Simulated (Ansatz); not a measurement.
# C2H9ISi2: the cost of one run

All numbers below are computed with Ansatz 0.2.0 (RKS PBE-D4/def2-SVP).

### 1 The structure to begin with

Bond lengths: Si1–C2 1.826 Å, C2–Si3 1.870 Å, Si3–C4 1.786 Å, C4–I5 2.083 Å, Si1–H6 1.561 Å, Si1–H7 1.452 Å, Si1–H8 1.456 Å, C2–H9 1.093 Å, C2–H10 1.110 Å, Si3–H11 1.467 Å, Si3–H12 1.517 Å, C4–H13 1.138 Å, C4–H14 1.189 Å. Angles (14 of 24 angles, heavy atoms first): Si1–C2–Si3 108.5°, C2–Si3–C4 116.6°, Si3–C4–I5 112.8°, Si1–C2–H9 107.8°, Si1–C2–H10 111.0°, Si3–C2–H9 112.9°, Si3–C2–H10 112.3°, C2–Si1–H6 108.1°, C2–Si1–H7 112.5°, C2–Si1–H8 110.2°, C2–Si3–H11 108.2°, C2–Si3–H12 105.3°, C4–Si3–H11 112.2°, C4–Si3–H12 108.3°.

Structure file:

```xyz
14

Si   -0.4133   -1.0974    1.5964
C     0.9907   -0.3185    0.7274
Si    0.5076   -0.0501   -1.0593
C    -0.7117    1.2156   -1.3769
I    -0.1028    3.1012   -0.7333
H    -1.6381   -0.1338    1.4990
H    -0.8019   -2.3633    1.0015
H    -0.1095   -1.2462    3.0126
H     1.8572   -0.9744    0.8395
H     1.2949    0.6245    1.2282
H     0.1209   -1.3462   -1.6279
H     1.7914    0.3388   -1.7671
H    -1.0537    1.2692   -2.4613
H    -1.7448    0.9514   -0.8499
```

### 2 Relaxing end A

Contents of input.yaml:

```yaml
crystal:
  periodic: [false, false, false]
  atoms:
    - { symbol: Si, position_ang: [-0.4133, -1.0974, 1.5964] }
    - { symbol: C, position_ang: [0.9907, -0.3185, 0.7274] }
    - { symbol: Si, position_ang: [0.5076, -0.0501, -1.0593] }
    - { symbol: C, position_ang: [-0.7117, 1.2156, -1.3769] }
    - { symbol: I, position_ang: [-0.1028, 3.1012, -0.7333] }
    - { symbol: H, position_ang: [-1.6381, -0.1338, 1.499] }
    - { symbol: H, position_ang: [-0.8019, -2.3633, 1.0015] }
    - { symbol: H, position_ang: [-0.1095, -1.2462, 3.0126] }
    - { symbol: H, position_ang: [1.8572, -0.9744, 0.8395] }
    - { symbol: H, position_ang: [1.2949, 0.6245, 1.2282] }
    - { symbol: H, position_ang: [0.1209, -1.3462, -1.6279] }
    - { symbol: H, position_ang: [1.7914, 0.3388, -1.7671] }
    - { symbol: H, position_ang: [-1.0537, 1.2692, -2.4613] }
    - { symbol: H, position_ang: [-1.7448, 0.9514, -0.8499] }
basis:
  gaussian: { orbitals: def2-SVP }
hamiltonian:
  xc: pbe
  dispersion: d4
relax:
  f_tol: 0.015
  max_steps: 40
output:
  orbitals: {}
```

On the command line:

```sh
> ansatz run input.yaml --threads 2 --pin off --max-ram 3072MiB --backend cpu --events-out ev --progress --plain --runs-dir out
```

**Question.** How long does this run take on 2 threads of Arm Neoverse V1, shared host, and how much memory does it need?

About 33 s, with a peak of 0.19 GiB.
